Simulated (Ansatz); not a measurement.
What does this script print? It uses Ansatz 0.2.0 through its Python package.

Contents of `sn2ir.xyz`:
```text
3
Lattice="0.0 3.169 3.169 3.169 0.0 3.169 3.169 3.169 0.0" Properties=species:S:1:pos:R:3 pbc="T T T"
Sn    1.58450000    1.58450000    1.58450000
Sn    4.75350000    4.75350000    4.75350000
Ir    0.00000000    0.00000000    0.00000000
```

The script, `sn2ir_dfpt.py`:
```python
"""DFPT phonons of Sn2Ir."""

from pathlib import Path
import warnings

import ansatz
import numpy as np

config = {
    "functional": "pbesol",
    "width_ev": 0.15,
    "mesh": (6, 6, 6),
}

warnings.simplefilter("ignore", ansatz.DeckWarning)

xtal = ansatz.Crystal.from_extxyz("sn2ir.xyz")

calc = xtal.calculation()
calc = calc.functional(config["functional"])
calc = calc.pseudopotentials("paw")
calc = calc.occupations(ansatz.OccupationsMethod.COLD, width=config["width_ev"])
calc = calc.kpoints(*config["mesh"])
calc = calc.phonons("dfpt", points=[(0, 0, 0), (0.5, 0.5, 0.5), (0.5, 0, 0.5)])
out = calc.run(threads=1, runs_dir="runs")
ph = out.phonons

for q in ph.qpoints:
    thz = np.asarray(q.omega_inv_cm) / 33.35641
    print("q = ({:.2f}, {:.2f}, {:.2f})".format(*q.q_frac), np.round(thz, 2) + 0.0, "THz")
```

```console
$ python sn2ir_dfpt.py
q = (0.00, 0.00, 0.00) [0.   0.   0.   3.94 3.94 3.94 4.32 4.32 4.32] THz
q = (0.50, 0.50, 0.50) [1.68 1.68 3.83 4.02 4.02 4.48 4.66 4.74 4.74] THz
q = (0.50, 0.00, 0.50) [2.49 2.77 2.77 2.94 2.94 3.07 5.09 5.4  5.4 ] THz
```

The cell isn't relaxed first, so the values belong to this volume. For a metal this k-point mesh is coarse: on a finer one energies can move by several to tens of meV an atom and pressures by half a GPa or more, differences at one mesh by less. Spin-orbit coupling, which matters for elements this heavy, is left out. The structure is a deposited one; some such entries were measured under pressure or heat, so a shift against it needn't be the functional's error alone. The structure is taken as given; imaginary modes can come from an unrelaxed or unstable start. Phonons of metals also depend on mesh and smearing. It ran for 72 s on 1 thread of AMD EPYC 7R43 64-Core Processor (Zen 3), with other jobs on the host, peak memory 0.73 GiB.

(Lines on the test bed's own set-up are left out of the output.)
